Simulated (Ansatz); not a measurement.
# C3H6AgN: basis-set convergence

An exercise on one series of results from a longer session: the logs are not shown, and one member is left open.

Method: one geometry, several basis sets; program: Ansatz 0.2.0, Gaussian basis.

The runs, in order: PBE0-D4/def2-SVP; ωB97M-V/def2-SVP; PBE0-D4/def2-QZVPP; ωB97M-V/def2-QZVPP; the functionals' def2-TZVPP values are taken from earlier runs.

## Structure used throughout

An earlier PBE0-D4 in a triple-zeta def2 set relaxation fixed the geometry. Ag takes the def2 core potential; no spin-orbit term is included.

SMILES `CC#[N+][Ag-][CH3]`, 11 atoms, charge 0, spin multiplicity 1.

Atoms are counted from 1 here; the program's logs count them from 0.

Bond lengths: C1–C2 1.445 Å, C1–H6 1.091 Å, C1–H7 1.091 Å, C1–H8 1.091 Å, C2–N3 1.145 Å, N3–Ag4 2.120 Å, Ag4–C5 2.067 Å, C5–H9 1.093 Å, C5–H10 1.093 Å, C5–H11 1.093 Å. Angles: C2–C1–H6 109.8°, C2–C1–H7 109.8°, C2–C1–H8 109.8°, H6–C1–H7 109.1°, H6–C1–H8 109.1°, H7–C1–H8 109.1°, C1–C2–N3 180.0°, C2–N3–Ag4 179.9°, N3–Ag4–C5 180.0°, Ag4–C5–H9 110.6°, Ag4–C5–H10 110.6°, Ag4–C5–H11 110.6°, H9–C5–H10 108.4°, H9–C5–H11 108.4°, H10–C5–H11 108.4°.

The first run:

in.yaml reads:

```yaml
crystal:
  periodic: [false, false, false]
  atoms:
    - {symbol: C, position_ang: [-0.066731, 1.412989, 2.939578]}
    - {symbol: C, position_ang: [-0.033101, 0.785387, 1.638866]}
    - {symbol: N, position_ang: [-0.006568, 0.287865, 0.607802]}
    - {symbol: Ag, position_ang: [0.039606, -0.633582, -1.300507]}
    - {symbol: C, position_ang: [0.083498, -1.532445, -3.161543]}
    - {symbol: H, position_ang: [0.915927, 1.822482, 3.178309]}
    - {symbol: H, position_ang: [-0.800547, 2.220338, 2.941747]}
    - {symbol: H, position_ang: [-0.341555, 0.678162, 3.697736]}
    - {symbol: H, position_ang: [0.405291, -2.573571, -3.077507]}
    - {symbol: H, position_ang: [0.778150, -1.009833, -3.824029]}
    - {symbol: H, position_ang: [-0.908570, -1.514692, -3.619853]}
basis:
  gaussian: {orbitals: def2-SVP}
hamiltonian: {xc: pbe0, dispersion: d4}
output: {orbitals: {seedname: orbitals}}
```

Command:

```sh
$ ansatz run in.yaml --threads 4 --pin off --events-out ev --progress --plain --max-ram 10444MiB
```

Steps of the session up to this table: PBE0-D4 in def2-SVP; ωB97M-V in def2-SVP; PBE0-D4 in def2-QZVPP; ωB97M-V in def2-QZVPP.

One of the session's tables, all rows but one given; the rest of the session is left out.

It belongs to the step «Density functionals: the series». 

```
functional       basis  HOMO (eV)  LUMO (eV)
   PBE0-D4    def2-SVP      -5.28      -0.37
   PBE0-D4  def2-TZVPP          ?          ?
   PBE0-D4  def2-QZVPP      -5.39      -0.46
   ωB97M-V    def2-SVP      -7.40       1.54
   ωB97M-V  def2-TZVPP      -7.50       1.28
   ωB97M-V  def2-QZVPP      -7.53       0.45
```

Q: Estimate the row for PBE0-D4, def2-TZVPP from the others.

**Answer.** HOMO (eV): -5.37; LUMO (eV): -0.42. In the column «HOMO (eV)» it lies between PBE0-D4, def2-QZVPP (-5.39) and PBE0-D4, def2-SVP (-5.28).
